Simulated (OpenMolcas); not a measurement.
# ZrO2 (zirconia): BPW91/ANO-RCC-VDZP (DKH2)

Aim: the vertical singlet–triplet gap of ZrO2 (zirconia) at BPW91/ANO-RCC-VDZP (DKH2), from 2 runs. 

The results are computed with OpenMolcas 26.06.

### Step 1. Starting point

ZrO2: 3 atoms, total charge 0, spin state singlet. SMILES: `[O]=[Zr]=[O]`. The shape is that of a PBE0-D4/def2-TZVP optimisation.

Bond lengths: O1–Zr2 1.761 Å, Zr2–O3 1.761 Å. Angles: O1–Zr2–O3 107.9°.

### Step 2. Energy and gradient at BPW91/ANO-RCC-VDZP (DKH2)

Contents of mol.xyz:

```xyz
3

O      0.654500     1.252500     0.388400
Zr     0.348500    -0.481700     0.351800
O     -1.003000    -0.770800    -0.740100
```

Contents of job.inp:

```
&gateway
  coord=mol.xyz
  basis=ANO-RCC-VDZP
  group=NoSym

&seward
  relativistic=R02O02
  expert

&scf
  ksdft=2
  1.0 GGA_X_B88
  1.0 GGA_C_PW91
  prorbitals=1 1

&alaska
```

Launch:

```
$ export MOLCAS_MEM=1860
$ pymolcas job.inp > job.log
```

What it wrote:

```text
--- Start Module: gateway ---
[...]
--- Stop Module: gateway /rc=_RC_ALL_IS_WELL_ ---
[...]
 ###    WARNING:  EXPERT option is ON!                                       ###
 ###############################################################################
               SEWARD will generate:
[...]
      Basis functions           71
[...]
--- Start Module: scf ---
[...]
       Convergence after  17 Iterations
[...]
::    Total KS-DFT energy                           -3749.0228332472
[...]
      Total spin, S                                     0.0000000000
[...]
      Total electronic charge=   56.000000
      Total            charge=   -0.000000
[...]
      Dipole Moment (debye):
      Origin of the operator (angstrom)=    0.2113   -0.2921    0.2133
                   X=  3.7141E+00               Y= -5.1337E+00               Z=  3.7490E+00           Total=  7.3624E+00
      Quadrupole Moment (debye*angstrom):
[...]
--- Stop Module: scf /rc=_RC_ALL_IS_WELL_ ---
[...]
--- Start Module: alaska ---
[...]
 *              Molecular gradients               *
 **************************************************
  Irreducible representation: a
 ------------------------------------------------------------------------------------------
                              X                       Y                       Z
 ------------------------------------------------------------------------------------------
  O1               -6.39515804057744E-04   -1.31452896923605E-02    1.12520796562521E-03
  ZR2              -9.50829024217370E-03    1.31302557041089E-02   -9.59587728308620E-03
  O3                1.01478060462092E-02    1.50339882631911E-05    8.47066931746454E-03
 ------------------------------------------------------------------------------------------
--- Stop Module: alaska /rc=_RC_ALL_IS_WELL_ ---
[...]
```

Run time: 42 s. Hardware: 1 thread of Intel Xeon 6975P-C (Granite Rapids), shared host; peak memory 0.5 GiB.

### Step 3. The triplet, same level

mol.xyz is that of step 2.

Contents of job.input:

```
&GATEWAY
Coord
mol.xyz
Basis
ANO-RCC-VDZP
Group
NoSym
&SEWARD
Relativistic
R02O02
Expert
&SCF
UHF
Spin
3
KSDFT
2
1.0 GGA_X_B88
1.0 GGA_C_PW91
PrOrbitals
1 1
&ALASKA
```

Launch:

```
$ export MOLCAS_MEM=1860
$ pymolcas job.input > job.log
```

What it wrote:

```text
--- Start Module: gateway ---
[...]
--- Stop Module: gateway /rc=_RC_ALL_IS_WELL_ ---
[...]
 ###    WARNING:  EXPERT option is ON!                                       ###
 ###############################################################################
               SEWARD will generate:
[...]
      Basis functions           71
[...]
--- Start Module: scf ---
[...]
       Convergence after  21 Iterations
[...]
::    Total KS-DFT energy                           -3748.9462154386
[...]
      Total spin, S                                     1.0024994912
[...]
      Total electronic charge=   56.000000
      Total            charge=   -0.000000
[...]
      Dipole Moment (debye):
      Origin of the operator (angstrom)=    0.2113   -0.2921    0.2133
                   X=  1.7374E+00               Y= -2.4014E+00               Z=  1.7537E+00           Total=  3.4439E+00
      Quadrupole Moment (debye*angstrom):
[...]
--- Stop Module: scf /rc=_RC_ALL_IS_WELL_ ---
[...]
--- Start Module: alaska ---
[...]
 *              Molecular gradients               *
 **************************************************
  Irreducible representation: a
 ------------------------------------------------------------------------------------------
                              X                       Y                       Z
 ------------------------------------------------------------------------------------------
  O1               -6.24547770537554E-03   -4.75496564594167E-02    7.87092387310562E-04
  ZR2              -3.06828379757071E-02    4.24018023253474E-02   -3.09693952707519E-02
  O3                3.69283156810738E-02    5.14785413419183E-03    3.01823028834285E-02
 ------------------------------------------------------------------------------------------
--- Stop Module: alaska /rc=_RC_ALL_IS_WELL_ ---
[...]
```

Wall time 48 s (1 thread of Intel Xeon 6975P-C (Granite Rapids), shared host); peak memory 0.5 GiB.

### Step 4. What came out

At BPW91/ANO-RCC-VDZP (DKH2):

```
                                        quantity           value
                           singlet: total energy  -3749.02283 Eh
                          singlet: dipole moment          7.36 D
                            singlet: HOMO energy        -5.36 eV
                            singlet: LUMO energy        -3.33 eV
                          singlet: HOMO–LUMO gap         2.03 eV
               singlet: largest force on an atom      0.969 eV/Å
                           triplet: total energy  -3748.94622 Eh
                          triplet: dipole moment          3.44 D
     triplet: HOMO energy (highest over α and β)        -4.37 eV
                                   triplet: ⟨S²⟩           2.008
               triplet: largest force on an atom      3.127 eV/Å
vertical energy of the triplet above the singlet        2.085 eV
```

At this shape the triplet lies 2.08 eV (48 kcal/mol) above the singlet. The largest force (singlet) is 0.97 eV/Å: the shape isn't a stationary point for this species at this level. Mulliken charges (singlet) run from -0.57 on O1 to +1.13 on Zr2.
